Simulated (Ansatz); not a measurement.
**CH4BGaO2 (SMILES [OH][Ga]1[BH]O[CH2]1) at BHLYP/6-31G(d) (spherical functions)**

What is the vertical ionisation energy of CH4BGaO2 at BHLYP/6-31G* (spherical functions)? 

Program for the calculation: Ansatz 0.2.0.

95 further runs of the same task are left out: 95 set aside as unsound or not needed. Runs told in other sessions of the task aren't counted.

## Step 1: Starting point

CH4BGaO2: 9 atoms, total charge 0, spin state singlet. As SMILES, `[OH][Ga]1[BH]O[CH2]1`. The shape is that of a PBE0-D4/def2-TZVP optimisation. This is one conformer, not always the lowest.

Bond lengths: O1–Ga2 1.783 Å, Ga2–B3 2.109 Å, B3–O4 1.344 Å, Ga2–C5 2.048 Å, O4–C5 1.464 Å, O1–H6 0.960 Å, B3–H7 1.194 Å, C5–H8 1.092 Å, C5–H9 1.092 Å. Some angles: O1–Ga2–B3 155.6°, O1–Ga2–C5 135.3°, B3–Ga2–C5 69.1°, Ga2–B3–O4 88.8°, B3–O4–C5 114.1°, Ga2–C5–O4 88.1°, Ga2–O1–H6 114.5°, Ga2–B3–H7 149.7°, O4–B3–H7 121.5°, Ga2–C5–H8 120.2°.

## Step 2: A single-point energy at BHLYP/6-31G(d) (spherical functions)

The input, run.yaml:

```yaml
crystal:
  periodic: [false, false, false]
  atoms:
    - {symbol: O, position_ang: [-0.140900, 2.668400, -0.180000]}
    - {symbol: Ga, position_ang: [0.206000, 0.920500, -0.222600]}
    - {symbol: B, position_ang: [1.299500, -0.808200, -0.735000]}
    - {symbol: O, position_ang: [0.383300, -1.546100, -0.084800]}
    - {symbol: C, position_ang: [-0.698300, -0.762500, 0.515200]}
    - {symbol: H, position_ang: [-0.939100, 2.905000, 0.298100]}
    - {symbol: H, position_ang: [2.237800, -1.312200, -1.273600]}
    - {symbol: H, position_ang: [-0.704200, -0.956900, 1.589800]}
    - {symbol: H, position_ang: [-1.644100, -1.108100, 0.092800]}
basis:
  gaussian: {orbitals: 6-31G_st_-spherical.json}
hamiltonian: {xc: {name: BHLYP}}
accuracy: high
output: {orbitals: {seedname: orbitals}}
```

The basis set 6-31G* is read from a file made from the Basis Set Exchange's data (not shown).

Launch:

```bash
$ ansatz run run.yaml --threads 1 --pin off --max-ram 2610MiB --events-out events.jsonl --progress --plain --runs-dir runs
```

Output:

```text
Warning: RAYON_NUM_THREADS=1 ignored (pool sized by the plan → 1); use --threads N
Functional definition: BHLYP
  name "BHLYP"
  parameter a = 0.5
  exchange = (1 - a)*b88_x + a*exact_x
  correlation = lyp_c
2182 factors; integrals over basis functions are off by at most 8.8e-9 eV
mean field evaluation 1: about -58232.3197 eV, gradient 5.7e1 eV
mean field evaluation 2: about -58227.1881 eV, gradient 7.9e1 eV
mean field evaluation 4: about -58238.5143 eV, gradient 2.8e0 eV
mean field evaluation 8: about -58238.9691 eV, gradient 3.8e-1 eV
mean field evaluation 16: about -58238.9693 eV, gradient 1.9e-4 eV
mean field -58238.96925964 eV, -2140.2426445004 hartree, gradient 1.0e-8 eV, S^2 0.000000; 0 other end points of the search recorded, 0 dependent functions left out
reference -58238.96928887 eV, -2140.2426455748 hartree; 31, 31 occupied and 65, 65 virtual orbitals, 2182 factors
Total energy: -58238.96928887 eV, -2140.2426455748 hartree
```

Wall time 15 s (1 thread of Arm Neoverse V1, shared host); peak memory 0.37 GiB.

## Step 3: The doublet cation

The input, input.yaml:

```yaml
crystal:
  periodic: [false, false, false]
  atoms:
    - {symbol: O, position_ang: [-0.140900, 2.668400, -0.180000]}
    - {symbol: Ga, position_ang: [0.206000, 0.920500, -0.222600]}
    - {symbol: B, position_ang: [1.299500, -0.808200, -0.735000]}
    - {symbol: O, position_ang: [0.383300, -1.546100, -0.084800]}
    - {symbol: C, position_ang: [-0.698300, -0.762500, 0.515200]}
    - {symbol: H, position_ang: [-0.939100, 2.905000, 0.298100]}
    - {symbol: H, position_ang: [2.237800, -1.312200, -1.273600]}
    - {symbol: H, position_ang: [-0.704200, -0.956900, 1.589800]}
    - {symbol: H, position_ang: [-1.644100, -1.108100, 0.092800]}
basis:
  gaussian:
    orbitals: 6-31G_st_-spherical.json
total_charge: 1
magnetization:
  spin_polarized: true
  initial_magnetization: 1
hamiltonian:
  xc: {name: BHLYP}
accuracy: high
output:
  orbitals: {seedname: orbitals}
```

The basis set 6-31G* is read from a file made from the Basis Set Exchange's data (not shown).

Launch:

```bash
$ ansatz run input.yaml --threads 1 --pin off --max-ram 2610MiB --events-out events.jsonl --progress --plain --runs-dir runs
```

Output:

```text
Warning: RAYON_NUM_THREADS=1 ignored (pool sized by the plan → 1); use --threads N
Functional definition: BHLYP
  name "BHLYP"
  parameter a = 0.5
  exchange = (1 - a)*b88_x + a*exact_x
  correlation = lyp_c
2182 factors; integrals over basis functions are off by at most 8.8e-9 eV
mean field evaluation 1: about -58216.0659 eV, gradient 6.0e1 eV
mean field evaluation 2: about -58172.0365 eV, gradient 1.1e2 eV
mean field evaluation 4: about -58229.5959 eV, gradient 8.8e0 eV
mean field evaluation 8: about -58229.9787 eV, gradient 7.0e-1 eV
mean field evaluation 16: about -58229.9875 eV, gradient 1.8e-2 eV
mean field evaluation 32: about -58229.9875 eV, gradient 1.0e-6 eV
mean field -58229.98749554 eV, -2139.9125707579 hartree, gradient 6.9e-8 eV, S^2 0.768675; 2 other end points of the search recorded, 0 dependent functions left out
reference -58229.98752389 eV, -2139.9125717997 hartree; 31, 30 occupied and 65, 66 virtual orbitals, 2182 factors
Total energy: -58229.98752389 eV, -2139.9125717997 hartree
```

Wall time 29 s (1 thread of Arm Neoverse V1, shared host); peak memory 0.55 GiB.

## Step 4: Results

At BHLYP/6-31G* (spherical functions):

| quantity | value |
| --- | --- |
| singlet CH4BGaO2: total energy | -2140.24265 Eh |
| singlet CH4BGaO2: HOMO energy | -7.82 eV |
| singlet CH4BGaO2: LUMO energy | -0.76 eV |
| singlet CH4BGaO2: HOMO–LUMO gap | 7.06 eV |
| doublet cation: total energy | -2139.91257 Eh |
| doublet cation: HOMO energy (highest over α and β) | -14.92 eV |
| doublet cation: LUMO energy (lowest over α and β) | -10.16 eV |
| doublet cation: ⟨S²⟩ | 0.769 |
| vertical ionisation energy (to the doublet cation) | 8.982 eV |

What this shows: The vertical ionisation energy comes to 8.98 eV (867 kJ/mol). The negative HOMO energy of the first species, 7.82 eV, lies 1.16 eV below that difference.
